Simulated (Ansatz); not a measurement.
**GeH₂ (singlet): the correlation ladder at angle H2–Ge1–H3 = 141.9°, cc-pVDZ**

How much of the correlation energy of GeH₂ (singlet) does each wave-function method recover here?

The runs use Ansatz 0.2.0, Gaussian basis; cc-pVDZ, core rule «outside noble gas», up to 14 orbitals frozen.

To be run: UHF; CCSD(T) on RHF; CCSD(T) on UHF; BCCD(T) on RHF; CISD; CCSDT(Q) on RHF; CCSDT(Q) on UHF; CCSDTQ on RHF; CASSCF and MRCISD+Q, 2 electrons in 2 orbitals; CASSCF and NEVPT2, 2 electrons in 2 orbitals; CASSCF and MRCISD+Q, 6 electrons in 6 orbitals; CASSCF and NEVPT2, 6 electrons in 6 orbitals; Full CI.

20 further runs of the same task are left out: 2 for a mislabelled method, 13 that didn't finish, 5 set aside as unsound or not needed.

## Step 1: The geometry

The geometry derives from a PBE0/def2-TZVP stationary point (not a proven minimum). One angle is set to the value named; bond lengths are kept. No spin-orbit coupling is included. The filled d shell of Ge may be among the frozen orbitals whatever the setting's name suggests; the logs give the count.

3 atoms, charge 0, spin multiplicity 1.

Atoms are counted from 1 here; the program's logs count them from 0.

Bond lengths: Ge1–H2 1.594 Å, Ge1–H3 1.594 Å. Angles: H2–Ge1–H3 141.9°.

## Step 2: UHF

File in.yaml:

```yaml
crystal:
  periodic: [false, false, false]
  atoms:
    - {symbol: Ge, position_ang: [0.000000, -0.014049, 0.000000]}
    - {symbol: H, position_ang: [0.000000, 0.506252, -1.506780]}
    - {symbol: H, position_ang: [0.000000, 0.506244, 1.506783]}
basis:
  gaussian: {orbitals: cc-pVDZ}
magnetization: {spin_polarized: true, initial_magnetization: 0}
hamiltonian: {xc: hf}
output: {orbitals: {seedname: orbitals}}
```

Started as:

```bash
$ ansatz run in.yaml --threads 1 --pin off --events-out ev --progress --plain --max-ram 2393MiB
```

Further steps of the session: CCSD(T) on RHF; CCSD(T) on UHF; BCCD(T) on RHF; CISD; CCSDT(Q) on RHF; CCSDT(Q) on UHF; CCSDTQ on RHF; CASSCF and MRCISD+Q, 2 electrons in 2 orbitals; CASSCF and NEVPT2, 2 electrons in 2 orbitals; CASSCF and MRCISD+Q, 6 electrons in 6 orbitals; CASSCF and NEVPT2, 6 electrons in 6 orbitals; Full CI.

**Question.** What will the summary of the whole plan be? Wanted: FCI below the RHF energy; RMP2 from FCI; RCCSD from FCI; RCCSD(T) from FCI; RCCSDT(Q) from FCI; NEVPT2 pair from FCI; NEVPT2 valence from FCI; MRCISD+Q valence from FCI; T1 diagnostic.

The runs gave:

| quantity | value |
| --- | --- |
| FCI below the RHF energy | -3.1912 eV |
| RMP2 from FCI | +873.8 meV |
| RCCSD from FCI | +96.1 meV |
| RCCSD(T) from FCI | +26.2 meV |
| RCCSDT(Q) from FCI | +1.0 meV |
| NEVPT2 pair from FCI | +756.1 meV |
| NEVPT2 valence from FCI | +525.6 meV |
| MRCISD+Q valence from FCI | +4.8 meV |
| levels within 1 kcal/mol (43 meV) | RCCSD(T), BCCD(T), RCCSDT, RCCSDT(Q), RCCSDTQ, MRCISD+Q valence |
| T1 diagnostic | 0.015 |
| effectively unpaired electrons | 0.15 |

In words: RCCSD(T) lands +26.2 meV from the yardstick (0.8 % of the correlation energy). One determinant dominates. Of the multireference levels listed MRCISD+Q valence comes nearest in total energy (+4.8 meV), which doesn't show that its space is the better one. These misses are within one basis, not against nature.
